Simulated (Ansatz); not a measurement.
This script makes a table of relaxed lattice constants and trends of a series on the Cu3Au structure: TiRh3, ZrRh3, HfRh3 with Ansatz 0.2.0, Python API.

`series_tirh3.py`:
```python
import logging
import sys

import ansatz
import numpy as np

logging.basicConfig(stream=sys.stdout, format="[%(levelname)s] %(message)s")
logger = logging.getLogger("calc")
logger.setLevel(logging.INFO)

XC = "lda"
KSPACING = 0.33
SMEARING = "fermi_dirac"
SIGMA = 0.05


def cu3au(A, B, a):
    return (
        ansatz.Lattice.cubic(a)
        .space_group(221)
        .atom(A, (0, 0, 0))
        .atom(B, (0, 0.5, 0.5))
    )


def ground_state(name, crystal):
    calc = crystal.calculation()
    calc = calc.functional(XC).basis(34 * ansatz.Ry)
    calc = calc.kpoints(spacing=KSPACING).occupations(SMEARING, width=SIGMA)
    calc = calc.stress()
    calc = calc.band_table()
    calc = calc.relax(force_tolerance=0.02, cell=True)
    return calc.run()

def relaxed_twice(name, crystal):
    # the second pass draws mesh and plane waves anew for the relaxed cell
    first = ground_state(name, crystal)
    again = ansatz.Crystal(lattice=ansatz.Lattice.of(first.lattice.cell_ang))
    for site in first.report["lattice"]["sites"]:
        again = again.atom(site["symbol"], site["position_frac"])
    return ground_state(name, again)


def volume_per_atom(outcome):
    return abs(np.linalg.det(outcome.lattice.cell_ang)) / len(outcome.lattice.sites)


def main() -> None:
    phases = {}
    phases["TiRh3"] = cu3au("Ti", "Rh", 3.74)
    phases["ZrRh3"] = cu3au("Zr", "Rh", 3.93)
    phases["HfRh3"] = cu3au("Hf", "Rh", 3.93)

    done = {}
    for name, crystal in phases.items():
        try:
            done[name] = relaxed_twice(name, crystal)
        except ansatz.NonConvergedError as error:
            print(name, "did not converge:", str(error)[:120])

    rows = [(name, float(np.linalg.norm(o.lattice.cell_ang[0])), volume_per_atom(o)) for name, o in done.items()]
    logger.info("| compound | a (A) | V (A^3/atom) |")
    logger.info("| --- | --- | --- |")
    for row in rows:
        logger.info(f"| {row[0]} | {row[1]:.3f} | {row[2]:.3f} |")


if __name__ == "__main__":
    main()
```

Rank the compounds by their relaxed volume per atom.

From smallest to largest: TiRh3 (13.40 Å³), HfRh3 (14.42 Å³) and ZrRh3 (14.56 Å³). The largest is 9 % above the smallest.

The output:

```console
$ python series_tirh3.py
[INFO] | compound | a (A) | V (A^3/atom) |
[INFO] | --- | --- | --- |
[INFO] | TiRh3 | 3.771 | 13.402 |
[INFO] | ZrRh3 | 3.877 | 14.564 |
[INFO] | HfRh3 | 3.864 | 14.423 |
```

Reading the output:
- The run is spin-unpolarised.
- For the metals among these phases the mesh is modest: differences between phases can be off by up to 40 meV an atom.
- Spin-orbit coupling, which matters for elements this heavy, is left out.
- The cells are built on a prototype by substitution; a member may or may not take this structure in nature.
- It ran for 44 s on 1 thread of Arm Neoverse V2, on a shared host, peak memory 0.43 GiB.

(Lines on the test bed's own set-up are left out of the output.)
